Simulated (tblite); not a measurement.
# C5H11O2PSe: the cost of one run

Computed with tblite 0.8.0 and PySCF 2.14.0, with density-fitted response routines of our own, on a single molecule in the gas phase. Atoms are numbered from 0 throughout.

## Step 1: The starting structure

20 atoms, charge 0, multiplicity 1; geometry from: force field or distance geometry start.

Bonds of the start (Å): C0–C1 1.34, C1–C2 1.48, C2–P3 1.78, P3–Se4 2.02, P3–C5 1.83, C5–O6 1.40, P3–C7 1.82, C7–O8 1.41, C0–H9 1.11, C0–H10 1.08, C1–H11 1.10, C2–H12 1.14, C2–H13 1.12, C5–H14 1.13, C5–H15 1.09, O6–H16 0.97, C7–H17 1.12, C7–H18 1.10, O8–H19 0.98.

## Step 2: Optimising the geometry with GFN2-xTB

The job: settings as JSON, then the geometry in Å.

```
{"job": {"kind": "relax", "xc": "GFN2-xTB", "basis": "xTB"}, "charge": 0, "multiplicity": 1}
C     -3.130600    -0.768800    -0.351100
C     -1.968000    -0.753000     0.305500
C     -1.072300     0.422900     0.193700
P      0.542100     0.124000    -0.494600
Se     0.210600    -0.259300    -2.454200
C      1.563100     1.546600     0.033200
O      0.737900     2.656100    -0.169700
C      1.391500    -1.335900     0.174500
O      2.593900    -1.457100    -0.560200
H     -3.364900     0.131500    -0.947800
H     -3.825400    -1.596900    -0.301900
H     -1.723400    -1.637300     0.919800
H     -1.626900     1.128300    -0.502700
H     -0.993900     1.005400     1.150900
H      1.689200     1.429600     1.153100
H      2.519200     1.602800    -0.492200
H      1.217900     3.498500    -0.145500
H      1.745600    -1.138600     1.217800
H      0.768800    -2.241200     0.102900
H      2.720700    -2.347000    -0.943200
```

Command:

```
$ OMP_NUM_THREADS=1 python probes_run.py task.json out
```

The driver reads the jobs from task.json and runs them one after another.

**Question.** How long does this first job take on 1 thread of AMD EPYC 7R43, shared host, and how much memory does it need?

About 4.8 s, with a peak of 0.18 GiB.
